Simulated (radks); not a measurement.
**Ba inside a hard spherical wall**

One table from this session's results is given with a row withheld; the runs are named, their logs left out.

Program: radks (a radial shooting solver on a logarithmic mesh, Libxc functionals) version 1. Level of theory: scalar-relativistic Kohn-Sham, LDA (Slater exchange, VWN5 correlation), spin-polarised, spherical densities, finite nucleus. These are calculated values, not measurements, unless marked.

### Starting point

- element: barium (Z = 56)
- charge: 0
- electrons: 56
- configuration: [Xe] 6s2
- nuclear rms radius: 4.8378 fm

Outer shells as boxes (Hund's rule):

Ba
```
[Xe] core
6s [↑↓]
```

Set-up of the first run:

Input:

```text
Z 56
configuration [Xe] 6s2 5d0 6p0 7s0
relativity scalar-relativistic
functional lda,vwn5
spin polarised
nucleus finite rms 4.8378 fm
c 137.035999084
```

Among the steps run: The free atom; Wall at 20 bohr; Wall at 15 bohr; Wall at 12 bohr; Wall at 10 bohr; Wall at 8 bohr; Wall at 6 bohr; Wall at 3 bohr; Wall at 2.5 bohr; Wall at 2 bohr.

One of the session's tables, all rows but one given; the rest of the session is left out.

| R (bohr) | E − E(free) (eV) | ε(6s) (eV) | ε(5d, empty) (eV) | ε(6p, empty) (eV) | ε(7s, empty) (eV) |
| --- | --- | --- | --- | --- | --- |
| free | 0.000 | -3.346 | -2.134 | -1.278 | -0.099 |
| 20 | 0.000 | -3.346 | -2.134 | -1.278 | 0.038 |
| 15 | 0.002 | -3.341 | -2.128 | -1.256 | 0.449 |
| 12 | 0.026 | -3.289 | -2.071 | -1.124 | 1.409 |
| 10 | 0.156 | -3.098 | -1.876 | -0.747 | 3.166 |
| 8 | 0.880 | -2.360 | -1.236 | 0.514 | 7.654 |
| 6 | 4.968 | 0.634 | 0.763 | 5.089 | 20.933 |
| 3 | ? | ? | ? | ? | ? |
| 2.5 | 329.40 | 119.83 | 57.096 | 142.63 | 297.56 |
| 2 | 838.40 | 253.05 | 120.99 | 284.39 | 552.98 |

Q: Estimate the row for R (bohr) = 3 from the others.

Worked estimate for «E − E(free) (eV)». A straight line through the neighbours (6, 4.968) and (2.5, 329.40) gives 4.968 + (329.40 − 4.968) × (3 − 6) / (2.5 − 6) = 283.05; a parabola fitted to 4 rows on both sides gives 381.39.

As computed: E − E(free) (eV): 147.19; ε(6s) (eV): 61.618; ε(5d, empty) (eV): 29.964; ε(6p, empty) (eV): 78.585; ε(7s, empty) (eV): 176.59. In «E − E(free) (eV)» the line misses by +135.86 and the parabola by +234.20. Between these rows the values bend or scatter more than so simple an estimate can follow.

From R = 6 bohr inwards the highest occupied level lies above zero, pushed up by confinement. Shells are not refilled when levels cross, and a hard wall is a model, not a crystal.
